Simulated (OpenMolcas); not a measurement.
# Ta⁴⁺ among point charges: CASSCF and CASPT2 levels and susceptibility

Aim: the splitting of the states of Ta⁴⁺ in the field of 6 point charges, its lowest levels with spin-orbit coupling and its magnetic susceptibility.

Program: OpenMolcas 26.06. Level of theory: state-averaged CASSCF and CASPT2, spin-orbit coupling by RASSI with atomic mean-field integrals. These are calculated values, not measurements, unless marked.

### Step 1. What is computed

- Species: Ta⁴⁺ (tantalum, Z = 73, 69 electrons)
- Basis: ANO-RCC-VDZP [7s6p4d2f1g], 68 functions
- Scalar Hamiltonian: DKH2, point nucleus
- Inactive shells: 1s 2s 2p 3s 3p 3d 4s 4p 4d 4f 5s 5p
- Active space: 1 electron in 5 orbitals (5d)
- Some configurations of this space: 5d
- Orbitals: optimised for each spin and parity, averaged over all roots

The outer shells:

5d
```
5d [↑ ][  ][  ][  ][  ]
```

The ion sits among 6 point charges of -1.7 e arranged as a trigonal antiprism (D3d), 1.99 Å from the ion, with a polar angle of 62.4° against the regular 54.74°.

The work runs as a chain of OpenMolcas steps in one folder; each step below is one input file. Labels, J, g values, rates, χT and fits are worked out afterwards by a script from the matrices that RASSI stores. The input lists half of the charges; inversion (Group=XYZ) makes the rest.

### Step 2. GATEWAY and SEWARD: basis and integrals

The input, a.inp:

```
&GATEWAY
Coord
1

Ta 0.0 0.0 0.0
Basis=ANO-RCC-VDZP
Group=XYZ
NoMove
AngMom=0.0 0.0 0.0
AMFI
XField
3 Angstrom 0
0.000000 1.763523 0.922002 -1.700000
1.527255 -0.881761 0.922002 -1.700000
1.527255 0.881761 -0.922002 -1.700000
&SEWARD
```

The run is started by

```sh
$ OMP_NUM_THREADS=1 MOLCAS_MEM=1689 MOLCAS_PROJECT=a pymolcas a.inp > a.log
```

### Step 3. CASSCF: doublets of even parity, 5 roots

The input, a.inp:

```
&RASSCF
FileOrb=start.orb
Symmetry=1
Spin=2
nActEl=1 0 0
Inactive=15 19
Ras2=5 0
CIRoot=5 5 1
SDav=5
CIMx=300
Iter=120 100
PrWF=0.3
OrbListing=Nothing
MaxOrb=0
>>> COPY $Project.JobIph JOB001
```

start.orb holds the contracted functions of the basis, ordered by shell, or the orbitals of the step before.

### Step 4. State interaction with spin-orbit coupling

The input, a.inp:

```
&RASSI
NrOfJobIphs=1 5
1 2 3 4 5
IphNames
JOB001
EJob
SpinOrbit
DIPRint=1.0
SOCoupling=1000.0
Subsets=2
Property=9
'ANGMOM' 1 'ANGMOM' 2 'ANGMOM' 3 'MLTPL  1' 1 'MLTPL  1' 2 'MLTPL  1' 3
'AMFI' 1 'AMFI' 2 'AMFI' 3
SOProperty=3
'ANGMOM' 1 'ANGMOM' 2 'ANGMOM' 3
```

### Step 5. CASPT2: IPEA 0.25, imaginary shift 0.1 (closed shells correlated: 4f 5s 5p)

The input, a.inp:

```
>>> COPY JOB001 $Project.JobIph
&CASPT2
Multistate=5 1 2 3 4 5
NoMult
Frozen=14 9
IPEA=0.25
Imaginary=0.1
MaxIter=60
WThr=0.0 0.3 0.05
PrWF=0.5
NoMix
```

(Steps that only read results are left out.)

Q: Predict the outcome of this session. Wanted: spin-free ground state; first state of the same spin within the active space; lowest level; next level.

**Answer**, as computed:

```
                                            quantity                                                                           value
                                              method  SS-CASPT2, IPEA 0.25, imaginary shift 0.1 (closed shells correlated: 4f 5s 5p)
                              spin-free ground state                                                 2A1, 1-fold in its orbital part
first state of the same spin within the active space                                                                2E at 10400 cm⁻¹
                                        lowest level                                               2-fold E1/2, g = 0.83, 0.83, 1.86
                                          next level                                                                    10590.2 cm⁻¹
                                         χT at 300 K                                                                  0.17 cm³ K/mol
                           effective moment at 300 K                                                                         1.17 μB
```

Cost by method:

```tsv
method	time of its own steps	time with the reference
A. CASSCF	1.8 s	1.8 s
B. SS-CASPT2, IPEA 0.25, imaginary shift 0.1, +4f 5s 5p	0.82 s	2.6 s
```

Times are of one thread on a shared host.

What this shows: The spin-free ground state (2A1) comes to 100 % from free-ion D terms and keeps the highest spin of the shell. χT at 300 K is 0.17, against 0.38 cm³ K/mol for the spin alone, so orbital moment lowers it. CASPT2 does not keep the components of a term degenerate, and the means are used. The field of point charges can differ much from that of real complexes. Point charges carry no covalency, so the field is a model and not that of real ligands.
